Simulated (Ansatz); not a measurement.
**CHFGa (sextet): from Hartree-Fock to the top rungs, cc-pVDZ**

The task here is to estimate one member of a computed series from the others.

Computed with Ansatz 0.2.0, Gaussian basis. Level: cc-pVDZ, core rule «outside noble gas», up to 16 orbitals frozen.

Plan: UHF; CCSD(T) on ROHF; CCSD(T) on UHF; BCCD(T) on ROHF; CISD as a restricted active space (open shells left free, so some higher excitations enter); CCSDT(Q) on ROHF; CCSDT(Q) on UHF; CASSCF and MRCISD+Q, 13 electrons in 11 orbitals; CASSCF and NEVPT2, 13 electrons in 11 orbitals.

33 further runs of the same task are left out: 15 that didn't finish, 18 set aside as unsound or not needed. Runs told in other sessions of the task aren't counted.

**The system**

The geometry is a PBE0/def2-TZVP stationary point (not a proven minimum) of the parent state, kept for this charge and spin. No spin-orbit coupling is included. The filled d shell of Ga may be among the frozen orbitals whatever the setting's name suggests.

4 atoms, charge 0, spin multiplicity 6.

Atoms are counted from 1 here; the program's logs count them from 0.

Bond lengths: C1–Ga2 1.933 Å, Ga2–F3 1.750 Å, Ga2–H4 1.548 Å. Angles: C1–Ga2–F3 114.3°, C1–Ga2–H4 126.5°, F3–Ga2–H4 119.1°.

The first run:

in.yaml

```yaml
crystal:
  periodic: [false, false, false]
  atoms:
    - {symbol: C, position_ang: [0.000000, -0.853315, 1.664130]}
    - {symbol: Ga, position_ang: [0.000000, 0.280570, 0.099192]}
    - {symbol: F, position_ang: [0.000000, -0.587217, -1.420473]}
    - {symbol: H, position_ang: [0.000000, 1.828378, 0.082706]}
basis:
  gaussian: {orbitals: cc-pVDZ}
magnetization: {spin_polarized: true, initial_magnetization: 5}
hamiltonian: {xc: hf}
output: {orbitals: {seedname: orbitals}}
```

Run with:

```
> ansatz run in.yaml --threads 1 --pin off --events-out ev --progress --plain --max-ram 2393MiB
```

Among the steps run: UHF; CCSD(T) on ROHF; CCSD(T) on UHF; BCCD(T) on ROHF; CISD as a restricted active space (open shells left free, so some higher excitations enter); CCSDT(Q) on ROHF; CCSDT(Q) on UHF; CASSCF and MRCISD+Q, 13 electrons in 11 orbitals; CASSCF and NEVPT2, 13 electrons in 11 orbitals.

One table of the session follows, with a row left open; its other results are not shown here.

```
           method  from RCCSDT(Q) (meV)
             ROHF                     ?
              UHF               +8806.3
             RMP2                +926.9
             UMP2                +903.2
            RCCSD                +286.1
            UCCSD                +270.3
         RCCSD(T)                 +63.0
         UCCSD(T)                 +48.4
          BCCD(T)                 +57.3
           RCCSDT                 +15.3
           UCCSDT                  +2.0
        RCCSDT(Q)                     0
        UCCSDT(Q)                 -26.9
  CASSCF frontier               +7276.8
  MRCISD frontier                +696.7
MRCISD+Q frontier                +156.2
```

**Question.** Estimate the row for ROHF.

**Answer.** from RCCSDT(Q) (meV): +8891.6. In the column «from RCCSDT(Q) (meV)» it is the highest.

Not comparable, so not listed: CISD as a restricted active space (open shells left free, so some higher excitations enter); CASSCF and NEVPT2, 13 electrons in 11 orbitals (they don't share determinant, frozen orbitals or solution with the rows shown, or repeat one).

Caveats from the session: Restricted and unrestricted rows rest on different reference determinants; a gap between their highest levels can come from leftover correlation error, from unlike frozen cores or from another state. Warnings in the runs' records: passed over end.
